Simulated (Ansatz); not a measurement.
# Sb2P3H: the cost of one run

Method: DFT PBE, scalar-relativistic, plane waves, PAW, in Ansatz 0.2.0.

1 further run of the same task is left out (it didn't finish).

**1. The structure to begin with**

The structure is hexagonal, space group P6/mmm (No. 191). The conventional cell has a = 6.368 Å, b = 6.368 Å, c = 3.511 Å, α = 90.00°, β = 90.00°, γ = 120.00°. Sb (site symmetry -6m2) is surrounded by 6 P at 2.54 Å and 5 Sb at 3.51 to 3.68 Å and 3 H at 3.68 Å. Around H (site symmetry 6/mmm) lie 2 H at 3.51 Å and 12 P at 3.64 Å and 6 Sb at 3.68 Å. P (site symmetry mmm) is surrounded by 4 Sb at 2.54 Å.

Coordinates:

```cif
data_structure
_symmetry_space_group_name_H-M 'P6/mmm'
_symmetry_Int_Tables_number 191
_cell_length_a 6.3676
_cell_length_b 6.3676
_cell_length_c 3.5112
_cell_angle_alpha 90.000
_cell_angle_beta 90.000
_cell_angle_gamma 120.000
_cell_volume 123.29
loop_
_atom_site_label
_atom_site_type_symbol
_atom_site_symmetry_multiplicity
_atom_site_Wyckoff_symbol
_atom_site_fract_x
_atom_site_fract_y
_atom_site_fract_z
_atom_site_occupancy
Sb1 Sb 2 c 0.33333 0.66667 0.00000 1
H1 H 1 a 0.00000 0.00000 0.00000 1
P1 P 3 g 0.50000 0.00000 0.50000 1
```

Recipe of the guess: species swapped into a database cell of TbB2Ru3 (P6/mmm, No. 191), with H on the Tb sites, Sb on the B sites and P on the Ru sites. The dimensions are guesses.

**2. A first look at the guess**

input.yaml reads:

```yaml
crystal:
  lattice:
    - [6.36755028, 0.0, 0.0]
    - [-3.18377514, 5.5144603, 0.0]
    - [0.0, 0.0, 3.51121676]
  atoms:
    - { symbol: Sb, position: [0.33333333, 0.66666667, 0.0] }
    - { symbol: Sb, position: [0.66666667, 0.33333333, 0.0] }
    - { symbol: H, position: [0.0, 0.0, 0.0] }
    - { symbol: P, position: [0.5, 0.0, 0.5] }
    - { symbol: P, position: [0.5, 0.5, 0.5] }
    - { symbol: P, position: [0.0, 0.5, 0.5] }
basis:
  ecutwfc: 420
kpoints:
  mp_grid: { grid: [3, 3, 6] }
hamiltonian:
  xc: pbe
scf:
  occupations: { method: gaussian, width: 0.1 }
  lower_state_search: "off"
output:
  forces: true
  stress: true
  eigenvalues: true
```

Launch:

```bash
$ ansatz run input.yaml --threads 1 --pin off --max-ram 2560MiB --backend cpu --events-out ev --progress --plain --runs-dir out
```

**Question.** How long does this run take on 1 thread of Arm Neoverse N1, shared host, and how much memory does it need?

About 6 s, with a peak of 0.36 GiB.
